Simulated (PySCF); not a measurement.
# CoH8O4 ([Co(H2O)4]2+): the cost of one run

Programs: PySCF 2.14.0, with routines of our own; each step states its level. All values are computed. Atoms count from 0.

## (1) The starting structure

13 atoms, charge 2, states of the metal's open shell are computed; geometry from: model start, shaken.

## (2) Relaxing the molecule at PBE0-D3(BJ)/def2-TZVP

Job settings and geometry (Å):

```
{"job": {"xc": "PBE0", "basis": "def2-TZVP", "d3": "d3bj", "grid": 1, "maxiter": 45, "solvent": "water", "kind": "geom"}, "charge": 2, "metal": "Co", "open_shell": "d7"}
Co     0.000020     0.004480    -0.004110
O      1.876640    -0.006820    -0.014870
H      2.465900     0.795100    -0.007380
H      2.455690    -0.767650     0.005350
O     -1.888420    -0.013960    -0.000440
H     -2.454570     0.754840    -0.006860
H     -2.493520    -0.794340    -0.027630
O     -0.003530     1.870990     0.004070
H      0.002350     2.462200     0.737250
H     -0.008080     2.464270    -0.773300
O     -0.022950    -1.897170    -0.014680
H     -0.012130    -2.449090     0.762890
H     -0.000490    -2.451730    -0.783750
```

Command:

```sh
$ OMP_NUM_THREADS=1 python lf_run.py task.json out
```

One launch serves the whole session: the jobs run in the order shown.

Q: Estimate the wall time and peak memory of this first job on 1 thread of Arm Neoverse V1, shared host.

About 35 min, with a peak of 1.4 GiB.
